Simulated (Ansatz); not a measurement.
# AlF₃H₄OSi: a ladder of functionals and wavefunction methods

One table from this session's results is given with a row withheld; the runs are named, their logs left out.

Computed with Ansatz 0.2.0, Gaussian basis. Level: functionals in def2-TZVPP, the program's frozen cores in correlated methods.

Plan: LDA (SPW92), PBE-D4, revPBE-D4, BLYP-D4, r2SCAN-D4, B97M-V, PBE0-D4, B3LYP-D4, r2SCANh-D4, r2SCAN0-D4, HSE06-D4, BHLYP-D4, CAM-B3LYP-D4, LC-ωPBE, ωB97X-V, ωB97M-V, B2PLYP, PBE-QIDH; CCSD(T)/def2-SVP; CCSD(T)/def2-TZVPP; MP2/def2-QZVPP; extrapolation to the limit; RPA on PBE.

## The geometry

The geometry comes from an earlier relaxation with PBE0-D4 in a triple-zeta def2 set; it is a stationary point, not always the lowest conformer.

SMILES `[F][Al-]([F])([F])[OH+][SiH3]`, 10 atoms, charge 0, spin multiplicity 1.

Atoms are counted from 1 here; the program's logs count them from 0.

Bond lengths: F1–Al2 1.649 Å, Al2–F3 1.649 Å, Al2–F4 1.665 Å, Al2–O5 1.897 Å, O5–Si6 1.719 Å, O5–H7 0.961 Å, Si6–H8 1.483 Å, Si6–H9 1.472 Å, Si6–H10 1.472 Å. Angles: F1–Al2–F3 116.2°, F1–Al2–F4 117.5°, F1–Al2–O5 104.2°, F3–Al2–F4 117.6°, F3–Al2–O5 104.0°, F4–Al2–O5 91.6°, Al2–O5–Si6 121.3°, Al2–O5–H7 121.0°, Si6–O5–H7 117.8°, O5–Si6–H8 102.6°, O5–Si6–H9 108.4°, O5–Si6–H10 108.3°, H8–Si6–H9 111.3°, H8–Si6–H10 111.4°, H9–Si6–H10 114.1°.

The first run:

File in.yaml:

```yaml
crystal:
  periodic: [false, false, false]
  atoms:
    - {symbol: F, position_ang: [1.367098, -2.347062, 0.570880]}
    - {symbol: Al, position_ang: [0.198747, -1.615419, -0.333687]}
    - {symbol: F, position_ang: [0.208920, -1.955605, -1.947145]}
    - {symbol: F, position_ang: [-1.277678, -1.348046, 0.388081]}
    - {symbol: O, position_ang: [0.634613, 0.228886, -0.250798]}
    - {symbol: Si, position_ang: [-0.454631, 1.373331, 0.427094]}
    - {symbol: H, position_ang: [1.468153, 0.556073, -0.598855]}
    - {symbol: H, position_ang: [0.286184, 2.649466, 0.281311]}
    - {symbol: H, position_ang: [-1.687232, 1.375038, -0.377625]}
    - {symbol: H, position_ang: [-0.661075, 1.032038, 1.843944]}
basis:
  gaussian: {orbitals: def2-TZVPP}
hamiltonian: {xc: lda}
output: {orbitals: {seedname: orbitals}}
```

The run is started by

```console
ansatz run in.yaml --threads 4 --pin off --events-out ev --progress --plain --max-ram 10444MiB
```

Among the steps run: LDA; PBE-D4 (GGA); revPBE-D4 (GGA); BLYP-D4 (GGA); r2SCAN-D4 (meta-GGA); B97M-V (meta-GGA); B3LYP-D4 (hybrid); r2SCANh-D4 (hybrid); r2SCAN0-D4 (hybrid); HSE06-D4 (hybrid); BHLYP-D4 (hybrid); CAM-B3LYP-D4 (range-separated); LC-ωPBE (range-separated); ωB97X-V (range-separated); ωB97M-V (range-separated); B2PLYP (double hybrid); PBE-QIDH (double hybrid).

One of the session's tables, all rows but one given; the rest of the session is left out.

It belongs to the step «Orbital energies across the functionals». 

| functional | HOMO (eV) | gap (eV) |
| --- | --- | --- |
| LDA (SPW92) | -8.71 | 6.35 |
| PBE-D4 | -8.46 | 6.34 |
| revPBE-D4 | ? | ? |
| BLYP-D4 | -8.39 | 6.36 |
| r2SCAN-D4 | -8.95 | 7.29 |
| B97M-V | -9.07 | 7.12 |
| PBE0-D4 | -10.37 | 9.14 |
| B3LYP-D4 | -10.13 | 8.63 |
| r2SCANh-D4 | -9.69 | 8.33 |
| r2SCAN0-D4 | -10.65 | 9.71 |
| HSE06-D4 | -9.96 | 8.35 |
| BHLYP-D4 | -11.86 | 11.44 |
| CAM-B3LYP-D4 | -11.85 | 11.55 |
| LC-ωPBE | -13.21 | 14.19 |
| ωB97X-V | -12.88 | 13.68 |
| ωB97M-V | -12.71 | 13.15 |

**Question.** Estimate the row for revPBE-D4.

As computed: HOMO (eV): -8.36; gap (eV): 6.35. In the column «HOMO (eV)» it is the highest.
